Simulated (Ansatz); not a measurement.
What does this script print? It uses the Python package of Ansatz (0.2.0).

`run_fdcheck.py`:
```python
"""Forces and pressure of GdO against finite differences of the energy with displaced atoms."""

import ansatz as az
import numpy as np

VECTORS = np.array([
    [0.0, 2.7, 2.7],
    [2.7, 0.0, 2.7],
    [2.7, 2.7, 0.0],
])
SITES = [
    ("Gd", (0.98271, 0.00275, 0.00577), 9.1),
    ("O", (0.21345, 0.25303, 0.25489), 0.0),
]


def build(cell):
    crystal = az.Crystal(lattice=az.Lattice.of(cell))
    for symbol, position, moment in SITES:
        crystal = crystal.atom(symbol, position, moment=moment or None)
    return crystal

def solve(crystal):
    return (
        crystal.calculation()
        .functional("PBE")
        .occupations("Fermi-Dirac")
        .spin(az.SpinTreatment.COLLINEAR)
        .basis(540, xc_grid=2)
        .kpoints(6, 6, 6)
        .scf(tolerance=1e-09)
        .forces()
        .stress()
        .run(threads=1)
    ).report


centre = solve(build(VECTORS))
start = build(VECTORS)
# central difference: F = -(E(+h) - E(-h)) / 2h
print(f"force on atom 0 along y: analytic {centre['forces_ev_ang'][0][1]:.4f} eV/A")
for h in (0.004, 0.016):
    shift = np.eye(3)[1] * h @ np.linalg.inv(VECTORS)
    plus, minus = (solve(start.move(0, to=np.array(SITES[0][1]) + sign * shift))["lagrangian_ev"] for sign in (1, -1))
    print(f"  step {h} A: numerical {-(plus - minus) / (2 * h):.4f} eV/A")
# P = -dF/dV; the difference feels the change of the plane-wave count with the cell
volume = abs(np.linalg.det(VECTORS))
larger, smaller = (solve(build(VECTORS * (1 + sign * 0.005) ** (1 / 3)))["lagrangian_ev"] for sign in (1, -1))
numerical = -(larger - smaller) / (0.01 * volume) * 160.21766
print(f"pressure: analytic {np.trace(centre['stress_gpa']) / 3:.3f}, numerical {numerical:.3f} GPa")
```

```console
$ python run_fdcheck.py
DeckWarning: where an SCF of this run starts from atoms to list the orders of its open shells, Gd (site 0, from 0) starts with 6.64 μB on its 4f shell and 0.64 μB on its 5d shell, in the place of the 9.10 μB that the deck gives it: its open shells can hold no [...]
DeckWarning: output.stress: scf.convergence.dr2_threshold = 1e-9 eV is looser than the 2e-10 eV advised for a printed stress (1e-10 eV for each atom of the cell: 2). What an SCF threshold leaves in a stress goes as its square root, and in the free energy as [...]
force on atom 0 along y: analytic -0.1145 eV/A
  step 0.004 A: numerical -0.1145 eV/A
  step 0.016 A: numerical -0.1149 eV/A
pressure: analytic -0.225, numerical -0.221 GPa
```
(Warnings from the package without file and line, shortened.)

Caveats:
- Open f shells: without a Hubbard U, without spin-orbit coupling; the state reached hangs on the start and needn't be the lowest.
- Without U the f states sit at the Fermi level and can close a real gap.
- For a metal this k-point mesh is coarse: on a finer one energies can move by several to tens of meV an atom and pressures by half a GPa or more, differences at one mesh by less.
- Pressure is positive in compression.
- The cell is a database structure, distorted on purpose.
- The central difference errs as the square of the step, so the shorter step is the fairer test; what remains comes from the finite grid and the SCF threshold.
- It ran for 5 min on 1 thread of Arm Neoverse V2, with other jobs on the host, peak memory 0.64 GiB.
